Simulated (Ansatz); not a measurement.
**ClFH₄SiSn: one species, many methods**

How much do the methods differ for ClFH₄SiSn? The plan is to run it at one geometry with functionals of several rungs and with coupled cluster. The yardstick is the atomisation energy at the CCSD(T) limit.

Computed with Ansatz 0.2.0, Gaussian basis. Level: functionals in def2-TZVPP, the program's frozen cores in correlated methods.

Plan: LDA (SPW92), PBE-D4, revPBE-D4, BLYP-D4, r2SCAN-D4, B97M-V, PBE0-D4, B3LYP-D4, r2SCANh-D4, r2SCAN0-D4, HSE06-D4, BHLYP-D4, CAM-B3LYP-D4, LC-ωPBE, ωB97X-V, ωB97M-V, B2PLYP, PBE-QIDH; CCSD(T)/def2-SVP; CCSD(T)/def2-TZVPP; MP2/def2-QZVPP; extrapolation to the limit; RPA on PBE.

**1. The relaxed structure**

All runs share one geometry, relaxed beforehand with PBE0-D4 in a triple-zeta def2 set. Sn takes the def2 core potential; no spin-orbit term is included.

SMILES `[F][SnH]([SiH3])[Cl]`, 8 atoms, charge 0, spin multiplicity 1.

Atoms are counted from 1 here; the program's logs count them from 0.

Bond lengths: F1–Sn2 1.922 Å, Sn2–Si3 2.562 Å, Sn2–Cl4 2.326 Å, Sn2–H5 1.703 Å, Si3–H6 1.483 Å, Si3–H7 1.483 Å, Si3–H8 1.481 Å. Angles: F1–Sn2–Si3 106.4°, F1–Sn2–Cl4 104.0°, F1–Sn2–H5 104.3°, Si3–Sn2–Cl4 108.4°, Si3–Sn2–H5 125.0°, Cl4–Sn2–H5 106.7°, Sn2–Si3–H6 108.7°, Sn2–Si3–H7 108.0°, Sn2–Si3–H8 107.4°, H6–Si3–H7 110.5°, H6–Si3–H8 111.2°, H7–Si3–H8 111.0°.

Geometry (Å):

```tsv
atom	x (Å)	y (Å)	z (Å)
F1	-2.1644	1.2073	0.0650
Sn2	-0.4911	0.7439	-0.7604
Si3	0.7724	-0.7107	0.9286
Cl4	-1.1037	-0.5888	-2.5662
H5	0.0810	2.2122	-1.4060
H6	1.0775	0.1078	2.1275
H7	2.0254	-1.1749	0.2849
H8	-0.1049	-1.8540	1.2709
```

**2. LDA**

This LDA is Slater exchange with PW92 correlation.

in.yaml reads:

```yaml
crystal:
  periodic: [false, false, false]
  atoms:
    - {symbol: F, position_ang: [-2.164365, 1.207333, 0.064962]}
    - {symbol: Sn, position_ang: [-0.491100, 0.743912, -0.760392]}
    - {symbol: Si, position_ang: [0.772395, -0.710697, 0.928592]}
    - {symbol: Cl, position_ang: [-1.103698, -0.588813, -2.566222]}
    - {symbol: H, position_ang: [0.080979, 2.212243, -1.405957]}
    - {symbol: H, position_ang: [1.077496, 0.107757, 2.127482]}
    - {symbol: H, position_ang: [2.025364, -1.174907, 0.284903]}
    - {symbol: H, position_ang: [-0.104872, -1.854027, 1.270931]}
basis:
  gaussian: {orbitals: def2-TZVPP}
hamiltonian: {xc: lda}
output: {orbitals: {seedname: orbitals}}
```

Further steps of the session: PBE-D4 (GGA); revPBE-D4 (GGA); BLYP-D4 (GGA); r2SCAN-D4 (meta-GGA); B97M-V (meta-GGA); PBE0-D4 (hybrid); B3LYP-D4 (hybrid); r2SCANh-D4 (hybrid); r2SCAN0-D4 (hybrid); HSE06-D4 (hybrid); BHLYP-D4 (hybrid); CAM-B3LYP-D4 (range-separated); LC-ωPBE-D4 (range-separated); ωB97X-V (range-separated); ωB97M-V (range-separated); B2PLYP (double hybrid); PBE-QIDH (double hybrid); CCSD(T) in def2-SVP; CCSD(T) in def2-TZVPP; MP2 in def2-QZVPP; RPA on PBE orbitals.

Q: Predict the results of all the runs planned. Wanted: atomisation energy, CCSD(T)/CBS; farthest beyond LDA; mean size of error, GGA; mean size of error, meta-GGA; mean size of error, hybrid; mean size of error, range-separated; mean size of error, double hybrid; gap, smallest and largest; T1 diagnostic.

As calculated:

| quantity | value |
| --- | --- |
| atomisation energy, CCSD(T)/CBS | 540.3 kcal/mol |
| functionals within 5.4 kcal/mol (1.0 %) | r2SCAN-D4, B97M-V, ωB97X-V |
| farthest beyond LDA | BHLYP-D4 (-21.2 kcal/mol) |
| mean size of error, GGA | 13.5 kcal/mol |
| mean size of error, meta-GGA | 4.5 kcal/mol |
| mean size of error, hybrid | 14.2 kcal/mol |
| mean size of error, range-separated | 6.8 kcal/mol |
| mean size of error, double hybrid | 16.2 kcal/mol |
| gap, smallest and largest | 4.93 eV (LDA (SPW92)), 11.91 eV (LC-ωPBE) |
| T1 diagnostic | 0.0131 |
| triples share of the correlation energy | 3.2 % |

**Reading.** LDA overbinds by 63.0 kcal/mol (12 %). PBE-D4 misses by -7.3 kcal/mol. Double hybrids carry the basis error of their MP2 part in triple zeta, and no dispersion term here, so their miss is partly the set-up's. By mean error the best rung here is meta-GGA (4.5 kcal/mol) and the worst beyond LDA is double hybrid (16.2 kcal/mol). The gap between the best rungs is small, so their order is not settled. The reference freezes the cores and leaves out spin-orbit coupling and excitations past (T), and its outer-core shells are covered unevenly, so misses under about 5.4 kcal/mol can't be ranked. All levels share the lack of spin-orbit coupling, which lowers the free heavy atoms and so the true binding. Hartree-Fock recovers 72 % of the binding; the rest is correlation. CCSD(T) in def2-SVP is off by -50.6 kcal/mol, more than most functionals: a good method in a small basis is no reference. The gap grows from 4.9 to 11.9 eV across the functionals, mostly with the share of exact exchange. Correlated methods include outer-core shells of Sn, which these sets cover unevenly.
